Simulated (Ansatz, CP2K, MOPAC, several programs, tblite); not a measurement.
Energy against volume for Mg2NCl (R-3m) from a database of computed structures, at fixed shape and fractional coordinates, computed by several methods (PBE and r2SCAN, where shown, with plane waves in Ansatz); the cell shown is that of r2SCAN. With free coordinates or axes held, a curve is too stiff, and on another method's shape its minimum isn't the method's own volume. The symmetry is R-3m (No. 166, trigonal); conventional cell a = 3.293 Å, c = 17.814 Å, 13.94 Å³ an atom. Mg is surrounded by 3 N at 2.15 Å and 3 Cl at 2.74 Å; N is surrounded by 6 Mg at 2.15 Å; Cl is surrounded by 6 Mg at 2.74 Å. No spin polarisation and no zero-point or thermal motion. Energies count from each curve's lowest point; fits are third-order Birch-Murnaghan.

```
Mg N Cl
1.0
     1.64661    0.95067    5.93796
    -1.64661    0.95067    5.93796
     0.00000   -1.90134    5.93796
Mg N Cl
2 1 1
Direct
  0.22291 0.22291 0.22291
  0.77709 0.77709 0.77709
  0.50000 0.50000 0.50000
  0.00000 0.00000 0.00000
```

r2SCAN, on the shape of its own relaxed cell:
```csv
V (Å³/atom),E (meV/atom)
13.106,16.75
13.525,3.97
13.943,0.00
14.361,3.59
14.779,13.67
```
V₀ = 13.94 Å³ an atom and B₀ = 96 GPa.

PBE/DZVP (CP2K), on the shape of the cell shown:
```
V (Å³/atom)  E (meV/atom)
     12.270        129.66
     13.106         49.00
     13.943          0.00
     14.779         18.79
     15.616         28.68
```
The points scatter about a smooth fit, a numerical artefact, so no fit is quoted.

PM7 (MOPAC), on the shape of the cell shown, as a cluster of 108 atoms at the zone centre:
```
V (Å³/atom)  E (meV/atom)
     12.270       1284.20
     13.106        786.44
     13.943        436.65
     14.779        180.84
     15.616          0.00
```
The lowest point is an end point, so the minimum isn't bracketed.

GFN1-xTB (tblite), on the shape of the cell shown, as a cluster of 108 atoms at the zone centre:
```tsv
V (Å³/atom)	E (meV/atom)
12.270	191.21
13.106	96.08
13.943	38.58
14.779	8.88
15.616	0.00
```
This method closes the gap of a crystal that DFT finds insulating, so its curve rests on a wrong state.
The lowest point is an end point, so the minimum isn't bracketed.

Task: PBE, on the shape of its own relaxed cell, gives
```
V (Å³/atom)  E (meV/atom)
     13.471         15.48
     13.901          3.64
     14.331          0.00
     14.761          3.39
     15.191         12.81
```
What equilibrium volume and bulk modulus follow?

Result: V₀ = 14.33 Å³ an atom and B₀ = 87 GPa.
